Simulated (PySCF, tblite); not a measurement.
# C₂H₁₄OSi₅: geometry, infrared bands and NMR shifts

Aim: predict the infrared bands and NMR shifts of C₂H₁₄OSi₅ (`COC[SiH]1[SiH2][SiH2][SiH2][SiH2]1`).

Computed with tblite 0.8.0 and PySCF 2.14.0, with density-fitted response routines of our own, on a single molecule in the gas phase. Atoms are numbered from 0 throughout.

**1. The molecule as given**

22 atoms, charge 0, multiplicity 1; geometry from: force field or distance geometry start.

Bonds of the start (Å): C0–O1 1.43, O1–C2 1.45, C2–Si3 1.86, Si3–Si4 2.30, Si4–Si5 2.32, Si5–Si6 2.31, Si6–Si7 2.32, Si7–Si3 2.31, C0–H8 1.09, C0–H9 1.09, C0–H10 1.10, C2–H11 1.09, C2–H12 1.09, Si3–H13 1.50, Si4–H14 1.50, Si4–H15 1.49, Si5–H16 1.49, Si5–H17 1.49, Si6–H18 1.49, Si6–H19 1.48, Si7–H20 1.48, Si7–H21 1.49.

**2. Relaxing the molecule with GFN2-xTB**

What the job is given:

```
{"job": {"kind": "relax", "xc": "GFN2-xTB", "basis": "xTB"}, "charge": 0, "multiplicity": 1}
C      2.375500     0.278000    -2.010200
O      1.321200     0.149700    -1.057100
C      1.850200    -0.065300     0.276700
Si     0.547900    -0.243200     1.594100
Si    -0.860500     1.580800     1.550900
Si    -2.154500     1.244200    -0.348700
Si    -2.173000    -1.038000    -0.698500
Si    -0.890700    -1.948700     1.008400
H      2.979800    -0.631400    -2.043900
H      2.989500     1.145200    -1.770000
H      1.906500     0.433500    -2.991700
H      2.464000    -0.964600     0.266200
H      2.481200     0.787900     0.541200
H      1.169200    -0.462700     2.942200
H     -0.103100     2.871900     1.508400
H     -1.730000     1.561200     2.765000
H     -1.560800     1.953700    -1.515400
H     -3.529800     1.758800    -0.126800
H     -3.564600    -1.570500    -0.629900
H     -1.592100    -1.375500    -2.020000
H     -0.167300    -3.173900     0.589000
H     -1.769100    -2.271700     2.169400
```

Run with:

```bash
$ OMP_NUM_THREADS=1 python probes_run.py task.json out
```

The driver reads the jobs from task.json and runs them one after another.

**Question.** This job is followed by: GFN2-xTB harmonic vibrations, gas phase; GIAO PBE0/pcSseg-1 NMR shielding, non-relativistic, gas phase. Predict these results of the whole session: strongest single infrared mode (GFN2-xTB); zero-point energy (GFN2-xTB); 13C shifts against TMS (PBE0/pcSseg-1); 1H shifts against TMS (PBE0/pcSseg-1, means over atoms taken as alike); 17O shifts against H2O (PBE0/pcSseg-1); 29Si shifts against TMS (PBE0/pcSseg-1, means over atoms taken as alike).

The runs gave:

```
                                                                quantity                                         value
                               strongest single infrared mode (GFN2-xTB)                        2183 cm⁻¹, 1014 km/mol
                                            zero-point energy (GFN2-xTB)                                 89.0 kcal/mol
                                  13C shifts against TMS (PBE0/pcSseg-1)                                68.4, 63.5 ppm
  1H shifts against TMS (PBE0/pcSseg-1, means over atoms taken as alike)  4.28, 3.59, 3.54, 3.43, 3.42, 3.35, 3.28 ppm
                                  17O shifts against H2O (PBE0/pcSseg-1)                                      28.1 ppm
29Si shifts against TMS (PBE0/pcSseg-1, means over atoms taken as alike)                     -66.5, -117.3, -119.5 ppm
```

**Reading.** The optimisation took 109 steps and gained 0.428 eV; among the close pairs (by a distance rule), C2–Si3 changed most, from 1.861 to 1.916 Å. All 60 modes are real, so the xTB geometry is a minimum. The strongest single mode, at 2183 cm⁻¹, moves mainly H16 and H19. GFN2-xTB is a fitted tight-binding method: band positions and strengths are rough. Its intensities can rank the bands wrongly. C2 (sp3 CH2 bonded to O and Si) lies farthest downfield among carbon, at 68.4 ppm; deshielded by the electronegative neighbour. At PBE0/pcSseg-1: Shielding is most anisotropic at C2 (span 100 ppm, paramagnetic term -133 ppm).
